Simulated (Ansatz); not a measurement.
# Al: the cost of one run

Method: DFT PBEsol, scalar-relativistic, plane waves, PAW, in Ansatz 0.2.0.

### Step 1. Starting point

Symmetry: Fm-3m, No. 225, cubic system. The conventional cell has a = 4.048 Å, b = 4.048 Å, c = 4.048 Å, α = 90.00°, β = 90.00°, γ = 90.00°. Around Al (site symmetry m-3m) lie 12 Al at 2.86 Å.

Structure file:

```cif
data_structure
_symmetry_space_group_name_H-M 'P 1'
_symmetry_Int_Tables_number 1
_cell_length_a 2.8623
_cell_length_b 2.8623
_cell_length_c 2.8623
_cell_angle_alpha 60.000
_cell_angle_beta 60.000
_cell_angle_gamma 60.000
_cell_volume 16.58
loop_
_atom_site_label
_atom_site_type_symbol
_atom_site_fract_x
_atom_site_fract_y
_atom_site_fract_z
_atom_site_occupancy
Al1 Al 0.00000 0.00000 0.00000 1
```

No relaxation comes first: the listed cell is the starting point.

### Step 2. Zero of energy

Reference values: F = -524.5477 eV; pressure -1.91 GPa; largest force 0.000 eV/Å; gap on the mesh none (metal). It was computed beforehand with the settings of the runs below.

### Step 3. Next: biaxial against axial strain

The cell is strained by p along both x and y and by q along z, with fractional coordinates fixed.

### Step 4. Point p = -0.030, q = -0.030

The input, input.yaml:

```yaml
crystal:
  lattice:
    - [0.0, 1.9632606, 1.9632606]
    - [1.9632606, 0.0, 1.9632606]
    - [1.9632606, 1.9632606, 0.0]
  atoms:
    - { symbol: Al, position: [0.0, 0.0, 0.0] }
basis:
  ecutwfc: 420
kpoints:
  mp_grid: { grid: [20, 20, 20] }
hamiltonian:
  xc: pbesol
scf:
  occupations: { method: gaussian, width: 0.15 }
output:
  forces: true
  stress: true
  eigenvalues: true
```

The run is started by

```
ansatz run input.yaml --threads 1 --pin off --max-ram 2560MiB --backend cpu --events-out ev --progress --plain --runs-dir out
```

What time and memory should one allow on 1 thread of Arm Neoverse V1, shared host?

About 1.7 s, with a peak of 0.27 GiB.
